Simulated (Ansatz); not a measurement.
# GeBrCl₃: how energies converge with the basis set

Aim: see how fast density functionals converge with the basis set for GeBrCl₃.

Method: one geometry, several basis sets; program: Ansatz 0.2.0, Gaussian basis.

The runs, in order: PBE0-D4/def2-SVP; ωB97M-V/def2-SVP; PBE0-D4/def2-QZVPP; ωB97M-V/def2-QZVPP; the functionals' def2-TZVPP values are taken from earlier runs.

## Step 1: The geometry

All runs share one geometry, relaxed beforehand with PBE0-D4 in a triple-zeta def2 set.

5 atoms, charge 0, spin multiplicity 1.

Atoms are counted from 1 here; the program's logs count them from 0.

Bond lengths: Cl1–Ge2 2.119 Å, Ge2–Cl3 2.119 Å, Ge2–Cl4 2.119 Å, Ge2–Br5 2.270 Å. Angles: Cl1–Ge2–Cl3 109.1°, Cl1–Ge2–Cl4 109.1°, Cl1–Ge2–Br5 109.9°, Cl3–Ge2–Cl4 109.1°, Cl3–Ge2–Br5 109.9°, Cl4–Ge2–Br5 109.9°.

## Step 2: PBE0-D4 in def2-SVP

File in.yaml:

```yaml
crystal:
  periodic: [false, false, false]
  atoms:
    - {symbol: Cl, position_ang: [-0.912889, -0.257942, 1.891897]}
    - {symbol: Ge, position_ang: [0.005635, -0.035532, -0.004585]}
    - {symbol: Cl, position_ang: [1.798401, -1.164411, -0.041701]}
    - {symbol: Cl, position_ang: [-1.305284, -0.769865, -1.498570]}
    - {symbol: Br, position_ang: [0.464036, 2.154151, -0.388240]}
basis:
  gaussian: {orbitals: def2-SVP}
hamiltonian: {xc: pbe0, dispersion: d4}
output: {orbitals: {seedname: orbitals}}
```

Command:

```bash
> ansatz run in.yaml --threads 4 --pin off --events-out ev --progress --plain --max-ram 10444MiB
```

The runs that follow: ωB97M-V in def2-SVP; PBE0-D4 in def2-QZVPP; ωB97M-V in def2-QZVPP.

Q: Predict the results of all the runs planned. Wanted: PBE0-D4: double and triple zeta above quadruple; ωB97M-V: double and triple zeta above quadruple.

The runs gave:

```
                                       quantity           value
PBE0-D4: double and triple zeta above quadruple  32.40, 3.73 eV
ωB97M-V: double and triple zeta above quadruple  32.00, 3.59 eV
```

What this shows: PBE0-D4 gains 28.67 eV from double to triple zeta, then 3.73 eV more. These are total energies; as a rule much of such shifts cancels in differences, which this series doesn't test.
